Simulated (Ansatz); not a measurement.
# CH₂GaNO: how energies converge with the basis set

The task here is to estimate one member of a computed series from the others.

The runs use Ansatz 0.2.0, Gaussian basis; one geometry, several basis sets.

Levels to be run: PBE0-D4/def2-SVP; ωB97M-V/def2-SVP; PBE0-D4/def2-QZVPP; ωB97M-V/def2-QZVPP; the functionals' def2-TZVPP values are taken from earlier runs.

## The geometry

The geometry comes from an earlier relaxation with PBE0-D4 in a triple-zeta def2 set; it is a stationary point.

6 atoms, charge 0, spin multiplicity 1.

Atoms are counted from 1 here; the program's logs count them from 0.

Bond lengths: N1–C2 1.153 Å, C2–Ga3 1.935 Å, Ga3–O4 1.770 Å, Ga3–H5 1.547 Å, O4–H6 0.960 Å. Angles: N1–C2–Ga3 177.2°, C2–Ga3–O4 111.4°, C2–Ga3–H5 123.7°, O4–Ga3–H5 124.9°, Ga3–O4–H6 114.7°.

The first run:

in.yaml

```yaml
crystal:
  periodic: [false, false, false]
  atoms:
    - {symbol: N, position_ang: [1.581260, -1.868952, 1.348503]}
    - {symbol: C, position_ang: [1.011311, -1.082190, 0.728387]}
    - {symbol: Ga, position_ang: [0.131463, 0.248209, -0.366492]}
    - {symbol: O, position_ang: [-1.523645, 0.548869, 0.185299]}
    - {symbol: H, position_ang: [0.803664, 0.950589, -1.569570]}
    - {symbol: H, position_ang: [-2.004043, 1.203476, -0.326126]}
basis:
  gaussian: {orbitals: def2-SVP}
hamiltonian: {xc: pbe0, dispersion: d4}
output: {orbitals: {seedname: orbitals}}
```

Command:

```console
> ansatz run in.yaml --threads 2 --pin off --events-out ev --progress --plain --max-ram 4352MiB
```

Steps of the session up to this table: PBE0-D4 in def2-SVP; ωB97M-V in def2-SVP; PBE0-D4 in def2-QZVPP; ωB97M-V in def2-QZVPP.

One table of the session follows, with a row left open; its other results are not shown here.

It belongs to the step «Functionals by basis». 

| functional | basis | HOMO (eV) | LUMO (eV) |
| --- | --- | --- | --- |
| PBE0-D4 | def2-SVP | -9.39 | -1.97 |
| PBE0-D4 | def2-TZVPP | -9.53 | -2.11 |
| PBE0-D4 | def2-QZVPP | -9.56 | -2.15 |
| ωB97M-V | def2-SVP | -11.66 | -0.10 |
| ωB97M-V | def2-TZVPP | ? | ? |
| ωB97M-V | def2-QZVPP | -11.87 | -0.42 |

**Question.** Estimate the row for ωB97M-V, def2-TZVPP.

**Answer.** HOMO (eV): -11.84; LUMO (eV): -0.30. In the column «HOMO (eV)» it lies between ωB97M-V, def2-QZVPP (-11.87) and ωB97M-V, def2-SVP (-11.66).
